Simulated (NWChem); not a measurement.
# One shape, several levels: Si3NH8Cl (SMILES [SiH3][SiH2]N[SiH2]Cl)

We compute a comparison of 3 runs (HF/STO-3G, HF/3-21G, B3LYP/6-31G*) of Si3NH8Cl. 

Program for the calculation: NWChem 7.3.0.

### 1 The system as given

Si3NH8Cl has 13 atoms, charge 0, and is taken as a singlet. As SMILES, `[SiH3][SiH2]N[SiH2]Cl`. The shape is that of a PBE0-D4/def2-TZVP optimisation. This is one conformer, not always the lowest.

Bond lengths: Si1–Si2 2.343 Å, Si2–N3 1.740 Å, N3–Si4 1.706 Å, Si4–Cl5 2.064 Å, Si1–H6 1.487 Å, Si1–H7 1.489 Å, Si1–H8 1.487 Å, Si2–H9 1.490 Å, Si2–H10 1.491 Å, N3–H11 1.012 Å, Si4–H12 1.479 Å, Si4–H13 1.479 Å. Some angles: Si1–Si2–N3 110.9°, Si2–N3–Si4 127.6°, N3–Si4–Cl5 113.5°, Si1–Si2–H9 109.7°, Si1–Si2–H10 108.7°, N3–Si2–H9 109.5°, N3–Si2–H10 111.3°, Si2–Si1–H6 111.6°, Si2–Si1–H7 107.0°, Si2–Si1–H8 111.4°.

### 2 Energy and forces at HF/STO-3G (run 1)

mol.xyz reads:

```xyz
13
ClH8NSi3 gradient
Si     0.118900     1.913400    -0.604100
Si     0.456800    -0.300900    -1.290800
N      0.299100    -1.397400     0.051300
Si    -0.374600    -1.076300     1.585700
Cl    -2.436300    -1.170300     1.614400
H      1.159200     2.351900     0.363400
H      0.208800     2.765200    -1.821600
H     -1.223700     2.092600     0.008800
H      1.814400    -0.438400    -1.889100
H     -0.520600    -0.622100    -2.369900
H      0.440900    -2.375300    -0.165900
H     -0.022700     0.306800     1.974000
H      0.100100    -2.084000     2.558700
```

mol.nw reads:

```
start mol
title "ClH8NSi3 gradient"
memory stack 880 mb heap 220 mb global 1100 mb

geometry units angstrom noautosym nocenter noautoz
  load mol.xyz
end

basis spherical bse
  Si library STO-3G
  N library STO-3G
  Cl library STO-3G
  H library STO-3G
end

scf
  thresh 1e-08
  maxiter 80
end

task scf gradient
```

On the command line:

```
nwchem mol.nw > mol.out
```

The log of the run:

```text
[...]
  functions       =    49
[...]
  wavefunction    = RHF
[...]
         Total SCF energy =  -1369.897440409486
      One-electron energy =  -2752.095315092936
      Two-electron energy =    956.881925629421
 Nuclear repulsion energy =    425.315949054030
        Time for solution =      3.7s
[...]
                         RHF ENERGY GRADIENTS
    atom               coordinates                        gradient
                 x          y          z           x          y          z
   1 Si      0.224688   3.615802  -1.141583   -0.000992  -0.001452   0.006806
   2 Si      0.863227  -0.568619  -2.439258   -0.003531  -0.023618   0.026102
   3 N       0.565217  -2.640703   0.096943    0.005343  -0.008533  -0.002833
   4 Si     -0.707891  -2.033912   2.996539   -0.041070  -0.003213  -0.022381
   5 Cl     -4.603939  -2.211546   3.050774    0.017245   0.000912   0.000753
   6 H       2.190570   4.444447   0.686726    0.023600   0.009058   0.021411
   7 H       0.394575   5.225470  -3.442325    0.002425   0.017020  -0.029210
   8 H      -2.312458   3.954441   0.016630   -0.030275   0.003101   0.013426
   9 H       3.428719  -0.828456  -3.569881    0.029560  -0.000768  -0.013508
  10 H      -0.983791  -1.175599  -4.478462   -0.021309  -0.004315  -0.024215
  11 H       0.833180  -4.488666  -0.313506   -0.000143   0.003805   0.000687
[...]
```

It took 5.4 s on 1 thread of Intel Xeon 6975P-C (Granite Rapids), shared host; peak memory 0.094 GiB.

### 3 Energy and gradient at HF/3-21G (run 2)

run.py reads:

```python
from ase import Atoms
from ase.calculators.nwchem import NWChem

system = Atoms(['Si', 'Si', 'N', 'Si', 'Cl', 'H', 'H', 'H', 'H', 'H', 'H', 'H', 'H'], positions=[
    [0.118900, 1.913400, -0.604100],
    [0.456800, -0.300900, -1.290800],
    [0.299100, -1.397400, 0.051300],
    [-0.374600, -1.076300, 1.585700],
    [-2.436300, -1.170300, 1.614400],
    [1.159200, 2.351900, 0.363400],
    [0.208800, 2.765200, -1.821600],
    [-1.223700, 2.092600, 0.008800],
    [1.814400, -0.438400, -1.889100],
    [-0.520600, -0.622100, -2.369900],
    [0.440900, -2.375300, -0.165900],
    [-0.022700, 0.306800, 1.974000],
    [0.100100, -2.084000, 2.558700],
])

calc = NWChem(
    label='run',
    theory='scf',
    memory='2200 mb',
    basis='3-21G',
    basispar='spherical bse',
    scf={'nopen': '0', 'rhf': None, 'thresh': '1e-08', 'maxiter': '80'},
)
system.calc = calc

forces = system.get_forces()
e = system.get_potential_energy()
print(f"E = {e:.6f} eV")
print("forces (eV/A):")
for s, f in zip(system.symbols, forces):
    print(f"{s:2s} {f[0]:10.5f} {f[1]:10.5f} {f[2]:10.5f}")
print("dipole (e A):", system.get_dipole_moment().round(4))
```

On the command line:

```
export ASE_NWCHEM_COMMAND="nwchem PREFIX.nwi > PREFIX.nwo"
python run.py
```

The log of the run:

```text
E = -37506.909505 eV
forces (eV/A):
Si   -0.06515    0.55932   -0.00746
Si    0.36119   -0.00216   -0.97054
N    -0.15113   -0.83823   -0.14331
Si    2.19906    0.13565    0.99507
Cl   -2.32613   -0.10207    0.06366
H     0.00334   -0.04119   -0.00273
H     0.00190    0.02036    0.00051
H     0.01383   -0.01126   -0.01481
H    -0.00591    0.07883   -0.01106
H    -0.01599    0.06572    0.00746
H     0.13231    0.18913    0.04160
H    -0.08094   -0.14115    0.04880
H    -0.06633    0.08701   -0.00725
dipole (e A): [ 0.5816 -0.1506 -0.1157]
```

The calculator wrote run.nwi:

```
title "run"

permanent_dir run

scratch_dir run

start run

geometry units angstrom nocenter noautosym noautoz
  Si 1.1890000000000001e-01 1.9134000000000000e+00 -6.0409999999999997e-01
  Si 4.5679999999999998e-01 -3.0090000000000000e-01 -1.2907999999999999e+00
  N  2.9909999999999998e-01 -1.3974000000000000e+00 5.1299999999999998e-02
  Si -3.7459999999999999e-01 -1.0763000000000000e+00 1.5857000000000001e+00
  Cl -2.4363000000000001e+00 -1.1702999999999999e+00 1.6144000000000001e+00
  H  1.1592000000000000e+00 2.3519000000000001e+00 3.6340000000000000e-01
  H  2.0880000000000001e-01 2.7652000000000001e+00 -1.8216000000000001e+00
  H  -1.2237000000000000e+00 2.0926000000000000e+00 8.8000000000000005e-03
  H  1.8144000000000000e+00 -4.3840000000000001e-01 -1.8891000000000000e+00
  H  -5.2059999999999995e-01 -6.2209999999999999e-01 -2.3698999999999999e+00
  H  4.4090000000000001e-01 -2.3753000000000002e+00 -1.6589999999999999e-01
  H  -2.2700000000000001e-02 3.0680000000000002e-01 1.9740000000000000e+00
  H  1.0009999999999999e-01 -2.0840000000000001e+00 2.5587000000000000e+00
end

memory 2200 mb

basis spherical bse noprint
   * library 3-21G
end

scf
  nopen 0
  rhf
  thresh 1e-08
  maxiter 80
end

task scf gradient
```

run.nwo, shortened:

```text
[...]
      One-electron energy =  -2756.500744644894
[... 1 line left out ...]
 Nuclear repulsion energy =    425.315949054029
[... 55 lines left out ...]
                       ROHF Final Molecular Orbital Analysis
[... 292 lines left out ...]
     1   1 0 0      1.099105      0.000000    -65.293056
[...]
  wavefunction    =   RHF
                         RHF ENERGY GRADIENTS
    atom               coordinates                        gradient
                 x          y          z           x          y          z
   1 Si      0.224688   3.615802  -1.141583    0.001267  -0.010877   0.000145
   2 Si      0.863227  -0.568619  -2.439258   -0.007024   0.000042   0.018874
   3 N       0.565217  -2.640703   0.096943    0.002939   0.016301   0.002787
[... 9 lines of this table left out ...]
  13 H       0.189162  -3.938189   4.835242    0.001290  -0.001692   0.000141
[...]
```

Run time: 6.9 s. Hardware: 1 thread of Intel Xeon 6975P-C (Granite Rapids), shared host; peak memory 0.096 GiB.

### 4 Energy and gradient at B3LYP/6-31G(d) (Cartesian functions) (run 3)

input.nw reads:

```
start input
memory stack 880 mb heap 220 mb global 1100 mb
charge 0

geometry units atomic noautosym nocenter noautoz
  Si     0.22468844     3.61580197    -1.14158355
  Si     0.86322689    -0.56861859    -2.43925848
  N      0.56521708    -2.64070329     0.09694295
  Si    -0.70789141    -2.03391223     2.99653872
  Cl    -4.60393976    -2.21154648     3.05077386
  H      2.19057052     4.44444687     0.68672647
  H      0.39457481     5.22547068    -3.44232511
  H     -2.31245786     3.95444089     0.01662959
  H      3.42871908    -0.82845593    -3.56988162
  H     -0.98379142    -1.17559862    -4.47846194
  H      0.83318025    -4.48866646    -0.31350556
  H     -0.04289678     0.57976798     3.73031937
  H      0.18916159    -3.93818924     4.83524224
end

basis
  * library 6-31G*
end

dft
  xc b3lyp
  grid fine
  convergence energy 1e-08
  iterations 100
  mulliken
end

task dft gradient
```

On the command line:

```
nwchem input.nw > input.out
```

The log of the run, shortened:

```text
[...]
          Wavefunction type:  closed shell.
          No. of atoms     :    13
          No. of electrons :    74
[...]
          Charge           :     0
          Spin multiplicity:     1
[...]
          AO basis - number of functions:   107
[...]
              XC Information
              --------------
                         B3LYP Method XC Potential
                     Hartree-Fock (Exact) Exchange  0.200
                        Slater Exchange Functional  0.800 local
                    Becke 1988 Exchange Functional  0.720 non-local
              Lee-Yang-Parr Correlation Functional  0.810
                  VWN I RPA Correlation Functional  0.190 local
[...]
 d= 0,ls=0.0,diis     1  -1388.2602558039 -1.81D+03  1.11D-02  7.60D-01     4.0
[...]
 d= 0,ls=0.0,diis     8  -1388.3299541217 -6.56D-09  4.31D-06  1.72D-07    25.4
         Total DFT energy =    -1388.329954121714
      One electron energy =    -2766.294598783541
           Coulomb energy =     1053.706529263996
    Exchange-Corr. energy =     -101.057802925858
 Nuclear repulsion energy =      425.315918323690
[...]
      Total Density - Mulliken Population Analysis
     ---------------------------------------------
[...]
  wavefunction    = closed shell
                         DFT ENERGY GRADIENTS
    atom               coordinates                        gradient
                 x          y          z           x          y          z
   1 Si      0.224688   3.615802  -1.141584   -0.000089  -0.001562   0.000923
   2 Si      0.863227  -0.568619  -2.439258   -0.001263  -0.004758   0.007772
   3 N       0.565217  -2.640703   0.096943   -0.002307   0.002728  -0.000842
   4 Si     -0.707891  -2.033912   2.996539   -0.004808  -0.001612  -0.008307
   5 Cl     -4.603940  -2.211546   3.050774    0.010262   0.000830  -0.001097
   6 H       2.190571   4.444447   0.686726   -0.000141  -0.000591  -0.000171
   7 H       0.394575   5.225471  -3.442325    0.000038  -0.000795   0.000081
   8 H      -2.312458   3.954441   0.016630   -0.000023  -0.000624   0.000054
   9 H       3.428719  -0.828456  -3.569882   -0.000356   0.000191   0.000622
  10 H      -0.983791  -1.175599  -4.478462    0.000024   0.000172   0.000843
  11 H       0.833180  -4.488666  -0.313506   -0.000889   0.004871   0.000979
[...]
```

Run time: 34 s. Hardware: 1 thread of Intel Xeon 6975P-C (Granite Rapids), shared host; peak memory 0.13 GiB.

### 5 Overview of the runs

```csv
run,level,Cartesian functions,iteration cap,energy (Eh),dipole moment (D),HOMO energy (eV),LUMO energy (eV),wall time
1,HF/STO-3G,no,80,-1369.897440,2.99,-8.39,9.92,5.4 s
2,HF/3-21G,no,80,-1378.353512,2.94,-11.09,3.29,6.9 s
3,B3LYP/6-31G* (Cartesian functions),yes,100,-1388.329954,2.07,-7.62,-0.29,34 s
```

### 6 Outcome

| quantity | value |
| --- | --- |
| run 3: total energy | -1388.32995 Eh |
| run 3: dipole moment | 2.07 D |
| run 3: HOMO energy | -7.62 eV |
| run 3: LUMO energy | -0.29 eV |
| run 3: HOMO–LUMO gap | 7.34 eV |
| run 3: largest force on an atom | 0.532 eV/Å |

What this shows: The dipole moment (its size) runs from 2.07 D (B3LYP/6-31G*) to 2.99 D (HF/STO-3G). The two ends differ in method and basis. The HOMO–LUMO gap runs from 7.34 eV (B3LYP/6-31G*) to 18.31 eV (HF/STO-3G). In run 1 the basis is minimal, so the values are rough. All runs together took 46 s, the longest 34 s.
